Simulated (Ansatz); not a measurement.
# Hf6B3Ru7W8: the cost of one run

Method: DFT PBE, scalar-relativistic, plane waves, PAW, in Ansatz 0.2.0.

**1. The starting structure**

The cell holds 24 atoms (B3Hf6Ru7W8): a = 7.377 Å, b = 7.258 Å, c = 6.959 Å, α = 91.78°, β = 90.90°, γ = 92.39°.

It is the last frame of an earlier stage of the same melt, run at 3040 K.

Structure file:

```xyz
24
Lattice="7.3750 -0.1530 -0.0573 -0.1530 7.2551 -0.1107 -0.0573 -0.1107 6.9577" Properties=species:S:1:pos:R:3 pbc="T T T"
W     2.2272    4.2681    0.9394
W     5.8607    4.8817    4.3900
W     4.9784   -0.0404    3.1081
W     2.2113    6.1983    3.3982
W     3.2764    0.0509    1.0489
W     3.1444    1.2675    5.3498
W     7.2439    3.5514    2.6410
W     5.4105    0.5463    6.2550
Ru    3.9505    3.4027    5.9738
Ru    5.1610    2.2866    1.3580
Ru    2.2005    1.9023    2.6881
Ru    3.8370    4.3167    2.7368
Ru    1.6432    3.9462    4.4340
Ru    4.8646    2.2619    3.8102
Ru    3.4229    5.8276    5.3956
Hf    0.5468    1.4387    0.5628
Hf    0.0309    6.1228    2.0286
Hf    0.7426    6.0855    5.9077
Hf    5.0809    5.2930    0.5081
Hf    0.0688    1.5476    4.2130
Hf    6.8544    3.6490    6.4776
B     1.6520    2.6672    6.3473
B     6.0791    0.1434    1.3714
B     2.8107    2.1002    0.4373
```

**2. A single point on the frame at 3040 K**

The electrons keep the Fermi-Dirac width of that temperature.

File input.yaml:

```yaml
crystal:
  lattice:
    - [7.375004, -0.153022, -0.057313]
    - [-0.153022, 7.255085, -0.110727]
    - [-0.057313, -0.110727, 6.957742]
  atoms:
    - { symbol: W, position: [0.3155304892, 0.5971872706, 0.1471183558] }
    - { symbol: W, position: [0.8142387279, 0.6999461776, 0.6488039829] }
    - { symbol: W, position: [0.6788805672, 0.0156580413, 0.4525472167] }
    - { symbol: W, position: [0.3217905892, 0.868828902, 0.5048835096] }
    - { symbol: W, position: [0.4458523282, 0.0187752741, 0.154722382] }
    - { symbol: W, position: [0.4364473999, 0.1957529465, 0.7756066781] }
    - { symbol: W, position: [0.9960165142, 0.5165583986, 0.3959963664] }
    - { symbol: W, position: [0.7428497302, 0.1048010359, 0.9067854857] }
    - { symbol: Ru, position: [0.5526852225, 0.4939613537, 0.8709982734] }
    - { symbol: Ru, position: [0.7083096617, 0.3332641876, 0.2063153984] }
    - { symbol: Ru, position: [0.3071224932, 0.2746755182, 0.3932470083] }
    - { symbol: Ru, position: [0.5361439255, 0.6125212176, 0.407505697] }
    - { symbol: Ru, position: [0.2394387939, 0.5588706304, 0.6481389615] }
    - { symbol: Ru, position: [0.6708807171, 0.3344475706, 0.5584740448] }
    - { symbol: Ru, position: [0.4874132425, 0.8256185969, 0.7926412243] }
    - { symbol: Hf, position: [0.0789825293, 0.2012654448, 0.0847467687] }
    - { symbol: Hf, position: [0.0241744137, 0.8490961093, 0.3052745135] }
    - { symbol: Hf, position: [0.1251352703, 0.8546109233, 0.8637157789] }
    - { symbol: Hf, position: [0.7051115454, 0.7458077088, 0.0907031451] }
    - { symbol: Hf, position: [0.0186922307, 0.2229989565, 0.60921356] }
    - { symbol: Hf, position: [0.9479176614, 0.5374158643, 0.9473514182] }
    - { symbol: B, position: [0.2391813837, 0.3867195353, 0.9203937685] }
    - { symbol: B, position: [0.8267080765, 0.0403254071, 0.2045581989] }
    - { symbol: B, position: [0.3878544607, 0.2987364223, 0.0708008172] }
basis:
  ecutwfc: 420
kpoints:
  mp_grid: { grid: [3, 3, 3] }
hamiltonian:
  xc: pbe
scf:
  occupations: { method: fermi_dirac, width: 0.262 }
output:
  forces: true
  stress: true
  eigenvalues: true
  populations: true
  write_density: true
  write_potential: true
  elf: true
  volumetric_format: npy
```

Run with:

```
$ ansatz run input.yaml --threads 2 --pin off --max-ram 5120MiB --backend cpu --events-out ev --progress --plain --runs-dir out
```

Q: Estimate wall time and peak memory on 2 threads of Arm Neoverse V2, shared host.

About 2.3 min, with a peak of 1.8 GiB.
